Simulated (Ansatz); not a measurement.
# TeRu (P-6m2) in Ansatz: further runs, part 2 of 2

Ansatz 0.2.0.

**3. Single point, LDA+U, collinear spin, ferromagnetic start**

File input.yaml:

```yaml
crystal:
  lattice:
    - [3.79508289, 0.0, 0.0]
    - [-1.89754145, 3.28663819, 0.0]
    - [0.0, 0.0, 3.70381288]
  atoms:
    - { symbol: Ru, position: [0.0, 0.0, 0.0], spin: 4.0 }
    - { symbol: Te, position: [0.6666666667, 0.3333333333, 0.5] }
hamiltonian:
  xc: lda
  pseudopotentials: { kind: paw }
  hubbard: { sites: [{ species: Ru, l: d, u_eff: 8.0 }] }
magnetization:
  spin_polarized: true
  initial_magnetization: 4.0
  spin_locking: { lock_magnetization: hard }
kpoints:
  mp_grid: { grid: [6, 6, 5] }
scf:
  occupations: { method: gaussian, width: 0.05 }
output:
  forces: true
  stress: true
  eigenvalues: true
```

Potentials or basis: Ansatz PAW.

Run with:

```bash
$ ansatz run input.yaml --threads 2 --pin off --max-ram 5632MiB --backend cpu --events-out ev --progress --plain --runs-dir out
```

The program printed:

```text
Warning: output.stress: scf.convergence.dr2_threshold = 1e-7 eV (the SCF's general default) is looser than the 2e-10 eV advised for a printed stress (1e-10 eV for each atom of the cell: 2). What an SCF threshold leaves in a stress goes as its square root, and in the free energy as the threshold itself, and one threshold admits the most on a small cell: of the crystals measured, under no hybrid functional and no lock of the moments, on runs that ended without the residual-converged pass, on stresses that held no estimate of that error, the worst erred by over 100 MPa in a component at 1e-7 eV an atom and by under 5 at 1e-10. Set scf.convergence.dr2_threshold to 2e-10 eV or tighter. The threshold is an SCF's pass mark: one that does not reach it within its budget of iterations ends unconverged, or closes short of it on a stop that the run arms, and scf.convergence.dr2_threshold's page says what that costs each kind of run
Warning: RAYON_NUM_THREADS=2 ignored (pool sized by the plan → 2); use --threads N
Ru: projections on atomic orbitals take those of the free atom [Ar 3d10] 4s2 4p6 4d7 5s1, of charge +0.00 (hamiltonian.pseudopotentials.projection_atoms); the dataset's partial waves leave at most 8.1e-6 of an orbital's norm unspanned inside its sphere
Te: projections on atomic orbitals take those of the free atom [Kr] 4d10 5s2 5p4, of charge +0.00 (hamiltonian.pseudopotentials.projection_atoms); the dataset's partial waves leave at most 7.8e-6 of an orbital's norm unspanned inside its sphere
Engine: ansatz 0.2.0, x86_64-unknown-linux-gnu
Pseudopotentials: kind: paw
Pseudopotential: Ru, paw, valence charge 16, recommended cutoff 420 eV (normal), Ru.paw.azcp
Pseudopotential: Te, paw, valence charge 16, recommended cutoff 420 eV (normal), Te.paw.azcp
Functional definition: SPW92
  exchange = slater_x
  correlation = pw_c
Crystal: 2 atoms, lattice volume = 46.198 Å³
Basis set: ecut = 420 eV, 901 PW (Γ)
Bands: 22, of which v1, the nominal top of the filled ones, is band 16 counted from 1 (15 counted from 0)
Symmetry: 12 space group operations
Space group: P-6m2 (ITA 187), of the structure as read, at distance tolerance 3.6e-5 Å
Magnetic group: BNS 187.209 (UNI 1439), of the structure as read, at distance tolerance 3.6e-5 Å
k-points: 21 of 180 (time reversal used)
Non-local potential: Ru, projectors of the file, l = 0: 3, l = 1: 2, l = 2: 2, l = 3: 1
Non-local potential: Te, projectors of the file, l = 0: 2, l = 1: 2, l = 2: 2, l = 3: 2
PAW form: soft (Blöchl's): semilocal exchange-correlation on the pseudo side does not see the compensation charge
PAW frozen core: Ru, regenerated for the run's functional, and the local potential with it (the file was generated under x = pbe(κ = 0.804, μ = 0.2195149727645171), c = pbe(β = 0.06672455060314922))
PAW frozen core: Te, regenerated for the run's functional, and the local potential with it (the file was generated under x = pbe(κ = 0.804, μ = 0.2195149727645171), c = pbe(β = 0.06672455060314922))
PAW one-centre angular grid: Ru, 590 points (default); XC on 64 Gauss nodes
PAW one-centre angular grid: Te, 590 points (default); XC on 64 Gauss nodes
Initial density: superposition of atomic densities (chi_scale 0.1, normalization cell)
Starting moments: Σ|m| = 4 μB on 1 of 2 sites
Initial wavefunctions: pseudopotential atomic-orbital guess
Functional: x = slater, c = lda
SCF iter   1: F=—  HF=-12577.852447 eV  |F-HF|=—  |Δ(HF+E_count)|=         —  Δρ=6.47e-2 (↑6.47e-2 ↓3.60e-2)  dr2=4.10e0  dr2_m=6.61e-1  M=4.000 μB ∫|m|=4.028 μB  β_m=0.30  ethr=3.10e-3  ⟨swp⟩=5.8  Hψ=4430  notcnv=0
preconditioner: auto → Resta (q_TF=auto, 2.566 Å⁻¹)  ε∞=4.0  [insulator: Δε(μ)=0.307 eV  Ē_g=11.839 eV  σ=0.050 eV  W_gap=0.67  n_scr=20 (ndim 8)  ℏωp=20.4 eV  f_vac=0.000  D(μ)=0.81/eV (n_scr^D=2)  ε∞_Penn≈4.0]
spin=Collinear: Resta preconditioning applied to the charge; magnetization (m = ρ↑ − ρ↓) channel mixes plain (no charge-response kernel on spin).
SCF iter   2: F=—  HF=-12577.115282 eV  |F-HF|=—  |Δ(HF+E_count)|=   7.37e-1  Δρ=3.76e-2 (↑3.76e-2 ↓2.78e-2)  dr2=1.01e0  dr2_m=3.38e-1  M=4.000 μB ∫|m|=4.017 μB  β_m=0.48  ethr=3.10e-3  ⟨swp⟩=2.3  Hψ=1684  notcnv=0  defer=56
SCF iter   3: F=—  HF=-12577.031817 eV  |F-HF|=—  |Δ(HF+E_count)|=   8.35e-2  Δρ=1.83e-2 (↑7.87e-3 ↓1.83e-2)  dr2=5.14e-2  dr2_m=6.77e-2  M=4.000 μB ∫|m|=4.004 μB  β_m=0.74  ethr=3.10e-3  ⟨swp⟩=2.2  Hψ=1361  notcnv=0  defer=56
[... 71 lines left out ...]
SCF iter   2: F=—  HF=-12578.520955 eV  |F-HF|=—  |Δ(HF+E_count)|=   6.07e-6  Δρ=3.56e-5 (↑2.24e-5 ↓3.56e-5)  dr2=1.12e-6  dr2_m=4.63e-8  M=4.000 μB ∫|m|=4.000 μB  ethr=3.13e-6  ⟨swp⟩=2.1  Hψ=13970  notcnv=0
SCF iter   3: F=-12578.520961 eV  HF=-12578.520961 eV  |F-HF|=6.97e-9  |Δ(HF+E_count)|=   6.07e-6  Δρ=2.03e-6 (↑2.03e-6 ↓1.67e-6)  dr2=8.43e-9  dr2_m=2.07e-10  M=4.000 μB ∫|m|=4.000 μB  ethr=3.13e-10  ⟨swp⟩=2.4  Hψ=6694  notcnv=0
an SCF along what the orbitals of the run's state read of its open shells (or to have them read: on a GPU, or by another smearing), with 10 of the crystal's symmetry operations given up (55 k-points in place of 21), reached no lower state that the run goes on to. This is no proof of a minimum
k-points: 60 of 180 (time reversal used)
iter 1 solved again at ethr=1.53e-12 eV; its pass at ethr=3.13e-6 eV (dr2=4.90e-10 eV) is discarded
SCF iter   1: F=—  HF=-12578.520961 eV  |F-HF|=—  |Δ(HF+E_count)|=         —  Δρ=9.36e-7 (↑9.36e-7 ↓6.13e-7)  dr2=4.89e-10  dr2_m=8.20e-11  M=4.000 μB ∫|m|=4.000 μB  ethr=1.53e-12  ⟨swp⟩=1.0  Hψ=14867  notcnv=0
spin=Collinear: Kerker preconditioning applied to the charge; magnetization (m = ρ↑ − ρ↓) channel mixes plain (no charge-response kernel on spin).
SCF iter   2: F=—  HF=-12578.520962 eV  |F-HF|=—  |Δ(HF+E_count)|=   9.96e-7  Δρ=4.98e-5 (↑4.98e-5 ↓1.66e-5)  dr2=3.74e-7  dr2_m=3.80e-7  M=4.000 μB ∫|m|=4.000 μB  ethr=3.13e-6  ⟨swp⟩=2.5  Hψ=16730  notcnv=0
SCF iter   3: F=-12578.520962 eV  HF=-12578.520962 eV  |F-HF|=1.02e-8  |Δ(HF+E_count)|=  9.24e-10  Δρ=3.46e-6 (↑2.87e-6 ↓3.46e-6)  dr2=1.43e-8  dr2_m=1.05e-9  M=4.000 μB ∫|m|=4.000 μB  ethr=3.13e-10  ⟨swp⟩=1.9  Hψ=7416  notcnv=0
an SCF along what the orbitals of the run's state read of its open shells (or to have them read: on a GPU, or by another smearing), with 10 of the crystal's symmetry operations given up (60 k-points in place of 21), reached no lower state that the run goes on to. This is no proof of a minimum
SCF converged after 2 iterations
Stability not told: the SCF's own minimisation came to no verdict on its close; the lowest value that the minimisation read is 4.3e-2 (residual 3.1e-4): no lower mode is shown, and none is ruled out
Magnetization: 4.0000 μB (18.0000 up, 14.0000 down)
Absolute magnetization: 4.0002 μB (∫|ρ↑−ρ↓|, with the PAW one-centre terms)
Spin contamination: 0.0066 ħ² per cell (⟨S²⟩ above its minimum at these occupations)
Per-site moments (μB) at R_I (Å): [(2.8781097637596313, 1.1834108230225853), (0.4582612981487111, 1.1834108230225853)]
Free energy (F): -12578.520961 eV
Harris-Foulkes:  -12578.520961 eV  (|F-HF|=1.96e-10)
Internal energy: -12578.518861 eV  (E = F + TS)
E sigma→0 (E₀):  -12578.519911 eV
Entropy (-TS):   -0.002100 eV (-1.050 meV/atom)
Fermi energy:    13.668118 (↑ 14.634225, ↓ 12.702011) eV
--- Per-component energies (eV) ---
  E_band       = -415.415313
  E_kinetic    = 699.817534
  E_local      = -2810.969076  (includes V_loc(G=0)·N_el)
  E_nonlocal   = 53.217439
  E_hartree    = 1310.449155
  E_xc         = -311.575630
  E_vxc        = -341.503114  (∫ρ·V_xc dr)
  E_hubbard    = 1.800573  (on-site DFT+U / exact-exchange correction)
  E_vhub       = -23.905286  (the Hubbard potential's part of the band-sum identity)
  E_paw        = -7855.563485  (= ΣΔE_a)
  E_vpaw       = -612.970960  (= ΣTr[D̂ρ^β])
  E_aug_tail   = -0.000441  (compensation charges beyond the density's cutoff)
  E_ewald      = -3666.945275
  E_core_change = 1.250346  (= ΣΔE_core)
  E_smearing   = -0.002100  (= −TS)
  E_closure    = -0.000000  (closes the sum)
  Σ components = -12578.520961   (vs F -12578.520961, Δ=0.00e0)
--- Forces (eV/Å), atoms counted from 1 ---
  atom   1  Ru     0.00000000    -0.22103597     0.00000000
  atom   2  Te    -0.00000000     0.22102269     0.00000000
  max |Σ_I F_I| component: 1.33e-5 eV/Å
--- Stress (GPa, compression-positive) ---
       15.554934       0.000000       0.000000
        0.000000       9.874391       0.000000
        0.000000       0.000000      12.800356
  P = ⅓ Tr σ = 12.7432 GPa (127.432 kbar)
--- Band table (eV; the first three rows and the last of 78) ---
  k-point 0 ↑: bands = ["-60.1094", "-30.4397", "-30.2075", "-30.0626", "-23.2135", "-23.2083", "-23.1616", "-23.1445", "-23.1272", "0.1874", "5.4593", "6.0318", "6.5240", "6.8232", "7.1775", "11.8245", "14.1630", "14.1750", "15.4462", "19.2958", "20.0487", "20.1768"]
  k-point 1 ↑: bands = ["-60.1092", "-30.4463", "-30.2071", "-30.0622", "-23.2101", "-23.2082", "-23.1626", "-23.1457", "-23.1276", "0.5327", "5.5824", "6.1161", "6.6031", "6.6036", "6.9626", "9.9687", "14.3055", "14.3268", "16.9980", "20.4154", "20.5095", "20.8482"]
  k-point 2 ↑: bands = ["-60.1099", "-30.4559", "-30.2065", "-30.0616", "-23.2104", "-23.2026", "-23.1638", "-23.1483", "-23.1280", "1.2650", "5.4940", "6.2064", "6.3387", "6.5434", "6.8218", "8.4240", "14.3498", "14.3961", "18.3765", "20.3264", "21.8757", "21.9353"]
  k-point 38 ↓: bands = ["-58.1541", "-28.2948", "-28.2047", "-28.1288", "-23.0933", "-23.0882", "-23.0617", "-23.0229", "-23.0098", "2.8451", "8.2344", "8.7925", "10.0342", "10.5014", "13.5693", "14.9579", "16.6098", "16.9629", "17.6716", "18.8454", "20.5761", "24.6106"]
Occupation matrices written to <dir>
```

occupation_matrices:

```text
# The occupation matrices of the corrected shells as a run of Ansatz 0.0.0 ended. An entry of
# hamiltonian.hubbard.sites starts from them by `starting_ns: <path of this file>`, where that key's refused
# combinations let it.
# Free energy -12578.520961 eV.
[... 24 lines left out ...]
  site0_d_down:
    matrix:
      - [0.17751763770681825, 6.938893903907228e-18, 5.204170427930421e-18, -0.3274361528890881, -4.981322843360808e-10]
      - [6.938893903907228e-18, 0.11592616969986058, -4.815957639191931e-10, -4.185020385794047e-17, -4.336808689942018e-19]
      - [5.204170427930421e-18, -4.815957639191931e-10, 0.7490586506362858, -5.204170427930421e-18, -4.336808689942018e-17]
      - [-0.3274361528890881, -4.185020385794047e-17, -5.204170427930421e-18, 0.8266250456353376, 1.1853724341068933e-9]
      - [-4.981322843360808e-10, -4.336808689942018e-19, -4.336808689942018e-17, 1.1853724341068933e-9, 0.04744689610886161]
```

Run time: 71 s. Hardware: 2 threads of Intel Xeon Platinum 8259CL at 2.50GHz (Skylake/Cascade Lake), shared host; peak memory 0.68 GiB.

Results:

```yaml
Free_energy: -12578.5210 eV
Pressure: 12.7 GPa
Largest_force: 0.221 eV/Å
Net_moment: 4.00 μB per cell
Absolute_moment: 4.00 μB per cell
Site_moments: Ru +2.88; Te +0.46 μB
```

Forces in eV/Å, atoms in the order of the input:
```
Ru   0.000 -0.221  0.000
Te   0.000  0.221  0.000
```

Eigenvalues of the final occupation matrices:
| site | spin | trace | eigenvalues |
| --- | --- | --- | --- |
| site 1 | 1 | 4.96 | 0.99 0.99 0.99 0.99 1.00 |
| site 1 | 2 | 1.92 | 0.04 0.05 0.12 0.75 0.96 |

Caveat: the magnetic or orbital state may not be the lowest; the total moment is fixed, so each spin has its own Fermi level; the PAW data sets come from PBE, with cores solved anew for the run's functional, which leaves a small shift of forces and pressure; the U is typed as a test and isn't derived for this compound; the thresholds are loose for stress.

**4. Single point, PBEsol+U, non-collinear spin, random start**

File input.yaml:

```yaml
crystal:
  lattice:
    - [3.79508289, 0.0, 0.0]
    - [-1.89754145, 3.28663819, 0.0]
    - [0.0, 0.0, 3.70381288]
  atoms:
    - { symbol: Ru, position: [0.0, 0.0, 0.0], spin: 0.569, spin_axis: [0.167, 0.326, -0.436] }
    - { symbol: Te, position: [0.6666666667, 0.3333333333, 0.5] }
hamiltonian:
  xc: pbesol
  pseudopotentials: { kind: paw }
  hubbard: { sites: [{ species: Ru, l: d, u_eff: 4.0 }] }
magnetization:
  noncollinear: true
  spin_orbit: false
kpoints:
  mp_grid: { grid: [6, 6, 5] }
scf:
  occupations: { method: gaussian, width: 0.05 }
output:
  forces: true
  stress: true
  eigenvalues: true
  write_density: true
  write_potential: true
  elf: true
  volumetric_format: npy
```

Run with:

```bash
$ ansatz run input.yaml --threads 2 --pin off --max-ram 5632MiB --backend cpu --events-out ev --progress --plain --runs-dir out
```

Run time: 1.9 min. Hardware: 2 threads of Intel Xeon Platinum 8259CL at 2.50GHz (Skylake/Cascade Lake), shared host; peak memory 0.95 GiB.

Results (log left out):

```yaml
Free_energy: -12713.8282 eV
Pressure: -2.2 GPa
Largest_force: 0.193 eV/Å
Band_gap_on_the_k_mesh: none (metal or under the smearing width)
Net_moment: 2.06 μB per cell
Absolute_moment: 2.42 μB per cell
```

Forces in eV/Å, atoms in the order of the input:
```
Ru  -0.173  0.085  0.000
Te   0.173 -0.085  0.000
```

Stress tensor (GPa, compression positive):
```
-1.56  0.38  0.00
 0.38 -1.13  0.00
 0.00  0.00 -3.80
```

Levels at points of the mesh, in eV from the Fermi level:
```tsv
k point	band 30	band 31	band 32	band 33	band 34	band 35
(0.00, 0.00, 0.00)	-1.41	0.68	0.86	1.10	1.26	1.41
(0.00, -0.50, 0.00)	-2.18	-1.47	-1.24	0.55	1.50	1.72
(-0.50, 0.00, 0.00)	-2.19	-1.47	-1.23	0.55	1.47	1.72
(-0.50, -0.50, 0.00)	-1.83	-1.56	-1.31	0.69	1.73	2.09
```

Moments on the atoms (μB; x, y, z):
```
Ru   0.51  0.99 -1.33
Te  -0.02 -0.04  0.06
```

Caveat: the magnetic or orbital state may not be the lowest; the PAW data sets come from PBE, with cores solved anew for the run's functional, which leaves a small shift of forces and pressure; the U is typed as a test and isn't derived for this compound. The state reached can hang on the start; a lower one may exist.

**5. Single point, PBEsol+U, collinear spin, ferromagnetic start**

File input.yaml:

```yaml
crystal:
  lattice:
    - [3.79508289, 0.0, 0.0]
    - [-1.89754145, 3.28663819, 0.0]
    - [0.0, 0.0, 3.70381288]
  atoms:
    - { symbol: Ru, position: [0.0, 0.0, 0.0], spin: 1.0 }
    - { symbol: Te, position: [0.6666666667, 0.3333333333, 0.5] }
hamiltonian:
  xc: pbesol
  pseudopotentials: { kind: paw }
  hubbard: { sites: [{ species: Ru, l: d, u_eff: 4.0 }] }
magnetization:
  spin_polarized: true
kpoints:
  mp_grid: { grid: [6, 6, 5] }
scf:
  occupations: { method: gaussian, width: 0.05 }
output:
  forces: true
  stress: true
  eigenvalues: true
```

Run with:

```bash
$ ansatz run input.yaml --threads 2 --pin off --max-ram 5632MiB --backend cpu --events-out ev --progress --plain --runs-dir out
```

Run time: 13 s. Hardware: 2 threads of Intel Xeon Platinum 8259CL at 2.50GHz (Skylake/Cascade Lake), shared host; peak memory 0.58 GiB.

The run converged. Its results:

| Item | Value |
| --- | --- |
| Free energy | -12713.6014 eV |
| Pressure | -10.7 GPa |
| Band gap on the k mesh | none (metal or under the smearing width) |
| Net moment | 1.71 μB per cell |
| Absolute moment | 1.85 μB per cell |
| Site moments | Ru +1.64; Te -0.04 μB |

Stress tensor (GPa, compression positive):
```
 -9.02   0.00   0.00
  0.00  -9.02   0.00
  0.00   0.00 -14.02
```

Levels at points of the mesh, in eV from the Fermi level:
Spin up:
| k point | band 15 | band 16 | band 17 | band 18 | band 19 | band 20 |
| --- | --- | --- | --- | --- | --- | --- |
| (0.00, 0.00, 0.00) | -2.97 | -1.46 | 1.28 | 1.28 | 2.54 | 6.13 |
| (0.00, -0.50, 0.00) | -2.57 | -1.89 | -1.31 | 1.78 | 3.80 | 6.07 |
Spin down:
```tsv
k point	band 12	band 13	band 14	band 15	band 16	band 17	band 18	band 19
(0.00, 0.00, 0.00)	-3.26	-1.43	-0.64	-0.27	-0.27	1.57	1.57	2.97
(0.00, -0.50, 0.00)	-2.74	-2.25	-2.18	-0.68	-0.43	1.20	2.70	4.10
```

Eigenvalues of the final occupation matrices:
| site | spin | trace | eigenvalues |
| --- | --- | --- | --- |
| site 1 | 1 | 4.59 | 0.87 0.87 0.93 0.93 0.99 |
| site 1 | 2 | 2.87 | 0.14 0.48 0.48 0.88 0.88 |

Caveat: the magnetic or orbital state may not be the lowest; the PAW data sets come from PBE, with cores solved anew for the run's functional, which leaves a small shift of forces and pressure; the U is typed as a test and isn't derived for this compound. The state reached can hang on the start; a lower one may exist.

**6. Summary**

| level | spin | U | fixed moment (μB) | gap on the mesh (eV) | pressure (GPa) | moment (μB) | largest force (eV/Å) |
| --- | --- | --- | --- | --- | --- | --- | --- |
| PBEsol+U | collinear, program default start | Ru d U = 2 eV | - | none | -18.7 | 0.00 | - |
| LDA+U | collinear, ferromagnetic start | Ru d U = 8 eV | 4 | - | 12.7 | 4.00 | 0.22 |
| PBEsol+U | non-collinear, random start | Ru d U = 4 eV | - | none | -2.2 | 2.06 | 0.19 |
| PBEsol+U | collinear, ferromagnetic start | Ru d U = 4 eV | - | none | -10.7 | 1.71 | - |

Alike in all rows: task single point; potentials or basis Ansatz PAW; cell as given; k mesh 6 × 6 × 5; cutoff (eV) 420; smearing gaussian 0.05 eV.

Every run on the cell as given and a fine mesh finds a metal. The pressure there spans -18.7 GPa (PBEsol+U) to 12.7 GPa (LDA+U); a positive pressure means that this level wants a larger cell, a negative one a smaller.

Caveats: the magnetic or orbital state may not be the lowest; the PAW data sets come from PBE, with cores solved anew for the run's functional, which leaves a small shift of forces and pressure; the U is typed as a test and isn't derived for this compound; the total moment is fixed, so each spin has its own Fermi level (some runs); the thresholds are loose for stress (some runs).

Total energies depend on the potentials used, so only differences within one code and one set of settings carry meaning.
